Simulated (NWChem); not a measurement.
**GeSiH6 (Si(GeH3)H3) at 3 levels**

We compute a comparison of 3 runs (HF/STO-3G, HF/3-21G, B3LYP/6-31G*) of GeSiH6 (Si(GeH3)H3). 

The results are computed with NWChem 7.3.0.

## Step 1: The molecule

GeSiH6: 8 atoms, total charge 0, spin state singlet. SMILES: `[H][Si]([H])([H])[GeH3]`. The shape comes from GFN2-xTB, which is rough for such elements, and wasn't checked as a minimum.

Bond lengths: Si1–Ge2 2.330 Å, Ge2–H3 1.501 Å, Ge2–H4 1.501 Å, Ge2–H5 1.501 Å, Si1–H6 1.463 Å, Si1–H7 1.463 Å, Si1–H8 1.463 Å. Some angles: Si1–Ge2–H3 115.6°, Si1–Ge2–H4 115.4°, Si1–Ge2–H5 115.6°, Ge2–Si1–H6 110.3°, Ge2–Si1–H7 110.4°, Ge2–Si1–H8 110.4°, H3–Ge2–H4 102.9°, H3–Ge2–H5 102.8°, H4–Ge2–H5 102.8°, H6–Si1–H7 108.5°.

## Step 2: Energy and forces at HF/STO-3G (run 1)

sp.nw reads:

```
echo
start sp
title "GeH6Si hf"
memory 2200 mb
charge 0

geometry units angstroms noautosym nocenter noautoz
  Si      -0.003690       0.007840      -1.216370
  Ge       0.002810      -0.006310       1.113860
  H        0.789800       1.092840       1.766280
  H        0.567890      -1.243620       1.748270
  H       -1.343130       0.117350       1.766240
  H        1.366670      -0.010910      -1.729100
  H       -0.671400       1.209080      -1.717810
  H       -0.708940      -1.166280      -1.731380
end

basis spherical bse
  Si library STO-3G
  Ge library STO-3G
  H library STO-3G
end

scf
  thresh 1e-08
  maxiter 80
end

task scf gradient
```

The run is started by

```bash
$ nwchem sp.nw > sp.out
```

Standard output:

```text
[...]
  functions       =    33
[...]
  wavefunction    = RHF
[...]
         Total SCF energy =  -2340.873164206824
      One-electron energy =  -3634.911629991093
      Two-electron energy =   1117.811513378091
 Nuclear repulsion energy =    176.226952406178
        Time for solution =      1.2s
[...]
                         RHF ENERGY GRADIENTS
    atom               coordinates                        gradient
                 x          y          z           x          y          z
   1 Si     -0.006973   0.014815  -2.298606   -0.000097  -0.000007   0.012957
   2 Ge      0.005310  -0.011924   2.104890   -0.000167   0.000421  -0.051283
   3 H       1.492506   2.065168   3.337785    0.012150   0.016933   0.020012
   4 H       1.073156  -2.350101   3.303751    0.008709  -0.019224   0.019581
   5 H      -2.538148   0.221759   3.337710   -0.020668   0.001891   0.019986
   6 H       2.582632  -0.020617  -3.267525    0.020646  -0.000264  -0.007129
   7 H      -1.268762   2.284830  -3.246190   -0.009993   0.017969  -0.006928
   8 H      -1.339702  -2.203950  -3.271834   -0.010580  -0.017719  -0.007196
[...]
```

It took 2.4 s on 1 thread of Intel Xeon 6975P-C (Granite Rapids), shared host; peak memory 0.097 GiB.

## Step 3: Energy and gradient at HF/3-21G (run 2)

geh6si.nw reads:

```
start geh6si
memory 2200 mb
geometry units angstrom noautosym nocenter noautoz
   Si    -0.003690     0.007840    -1.216370
   Ge     0.002810    -0.006310     1.113860
   H      0.789800     1.092840     1.766280
   H      0.567890    -1.243620     1.748270
   H     -1.343130     0.117350     1.766240
   H      1.366670    -0.010910    -1.729100
   H     -0.671400     1.209080    -1.717810
   H     -0.708940    -1.166280    -1.731380
end
basis spherical bse
   * library 3-21G
end
scf
   thresh 1e-08
   maxiter 80
   noprint "final vectors analysis"
end
task scf gradient
```

The run is started by

```bash
$ nwchem geh6si.nw > geh6si.out
```

Standard output:

```text
[...]
  functions       =    47
[...]
  wavefunction    = RHF
[...]
         Total SCF energy =  -2356.170483788329
      One-electron energy =  -3638.532551119898
      Two-electron energy =   1106.135114925391
 Nuclear repulsion energy =    176.226952406178
        Time for solution =      1.3s
[...]
                         RHF ENERGY GRADIENTS
    atom               coordinates                        gradient
                 x          y          z           x          y          z
   1 Si     -0.006973   0.014815  -2.298606   -0.000030  -0.000031   0.009660
   2 Ge      0.005310  -0.011924   2.104890   -0.000093   0.000158  -0.021822
   3 H       1.492506   2.065168   3.337785   -0.010082  -0.014215   0.001416
   4 H       1.073156  -2.350101   3.303751   -0.007325   0.015816   0.001522
   5 H      -2.538148   0.221759   3.337710    0.017448  -0.001589   0.001376
   6 H       2.582632  -0.020617  -3.267525   -0.009055   0.000191   0.002633
   7 H      -1.268762   2.284830  -3.246190    0.004420  -0.008047   0.002595
   8 H      -1.339702  -2.203950  -3.271834    0.004716   0.007716   0.002619
[...]
```

It took 2.5 s on 1 thread of Intel Xeon 6975P-C (Granite Rapids), shared host; peak memory 0.099 GiB.

## Step 4: Energy and gradient at B3LYP/6-31G(d) (Cartesian functions) (run 3)

calc.nw reads:

```
start calc
memory stack 880 mb heap 220 mb global 1100 mb

geometry units angstroms noautosym nocenter noautoz
Si   -0.003690    0.007840   -1.216370
Ge    0.002810   -0.006310    1.113860
H     0.789800    1.092840    1.766280
H     0.567890   -1.243620    1.748270
H    -1.343130    0.117350    1.766240
H     1.366670   -0.010910   -1.729100
H    -0.671400    1.209080   -1.717810
H    -0.708940   -1.166280   -1.731380
end

basis cartesian
* library 6-31G*
end

dft
xc b3lyp
mult 1
grid xfine
convergence energy 1e-08
maxiter 100
mulliken
print medium
end

task dft gradient
```

The run is started by

```bash
$ nwchem calc.nw > calc.out
```

Standard output:

```text
[...]
          Wavefunction type:  closed shell.
          No. of atoms     :     8
          No. of electrons :    52
[...]
          Charge           :     0
          Spin multiplicity:     1
[...]
          AO basis - number of functions:    66
[...]
              XC Information
              --------------
                         B3LYP Method XC Potential
                     Hartree-Fock (Exact) Exchange  0.200
                        Slater Exchange Functional  0.800 local
                    Becke 1988 Exchange Functional  0.720 non-local
              Lee-Yang-Parr Correlation Functional  0.810
                  VWN I RPA Correlation Functional  0.190 local
[...]
 d= 0,ls=0.0,diis     1  -2369.8259526166 -2.55D+03  9.92D-03  9.68D-01     2.7
[...]
 d= 0,ls=0.0,diis     8  -2369.8530905883 -6.55D-10  1.37D-06  6.49D-09    17.1
         Total DFT energy =    -2369.853090588279
      One electron energy =    -3649.990239577304
           Coulomb energy =     1206.132994148333
    Exchange-Corr. energy =     -102.222797565487
 Nuclear repulsion energy =      176.226952406178
[...]
      Total Density - Mulliken Population Analysis
     ---------------------------------------------
    Atom       Charge   Shell Charges
 -----------   ------   -------------------------------------------------------
    1 Si  14    13.74   2.00  1.99  5.96  1.05  1.99  0.25  0.40  0.11
    2 Ge  32    32.25   2.00  1.99  6.00  1.93  5.99  1.35  2.39  0.14  0.35  6.91  2.95  0.25
    3 H    1     0.95   0.50  0.46
    4 H    1     0.95   0.50  0.46
    5 H    1     0.95   0.50  0.46
    6 H    1     1.05   0.51  0.54
    7 H    1     1.05   0.51  0.54
    8 H    1     1.05   0.51  0.54
[...]
  wavefunction    = closed shell
                         DFT ENERGY GRADIENTS
    atom               coordinates                        gradient
                 x          y          z           x          y          z
   1 Si     -0.006973   0.014815  -2.298606   -0.000050   0.000014   0.003823
   2 Ge      0.005310  -0.011924   2.104890   -0.000048   0.000036  -0.007240
   3 H       1.492506   2.065168   3.337785   -0.010418  -0.014635  -0.001882
   4 H       1.073156  -2.350101   3.303751   -0.007557   0.016349  -0.001760
   5 H      -2.538148   0.221759   3.337710    0.017985  -0.001617  -0.001919
   6 H       2.582632  -0.020617  -3.267525   -0.008757   0.000176   0.003007
   7 H      -1.268762   2.284830  -3.246190    0.004283  -0.007786   0.002973
   8 H      -1.339702  -2.203950  -3.271834    0.004562   0.007463   0.002998
[...]
```

Wall time 24 s (1 thread of Intel Xeon 6975P-C (Granite Rapids), shared host); peak memory 0.14 GiB.

## Step 5: Overview of the runs

| run | level | Cartesian functions | iteration cap | energy (Eh) | dipole moment (D) | HOMO energy (eV) | LUMO energy (eV) | wall time |
| --- | --- | --- | --- | --- | --- | --- | --- | --- |
| 1 | HF/STO-3G | no | 80 | -2340.873164 | 0.71 | -9.37 | 11.03 | 2.4 s |
| 2 | HF/3-21G | no | 80 | -2356.170484 | 0.45 | – | – | 2.5 s |
| 3 | B3LYP/6-31G* (Cartesian functions) | yes | 100 | -2369.853091 | 0.48 | -8.35 | 0.44 | 24 s |

## Step 6: Summary of results

| quantity | value |
| --- | --- |
| run 3: total energy | -2369.85309 Eh |
| run 3: dipole moment | 0.48 D |
| run 3: HOMO energy | -8.35 eV |
| run 3: LUMO energy | 0.44 eV |
| run 3: HOMO–LUMO gap | 8.79 eV |
| run 3: largest force on an atom | 0.934 eV/Å |

The dipole moment (its size) runs from 0.45 D (HF/3-21G) to 0.71 D (HF/STO-3G). In run 1 the basis is minimal, so the values are rough. All runs together took 29 s, the longest 24 s.
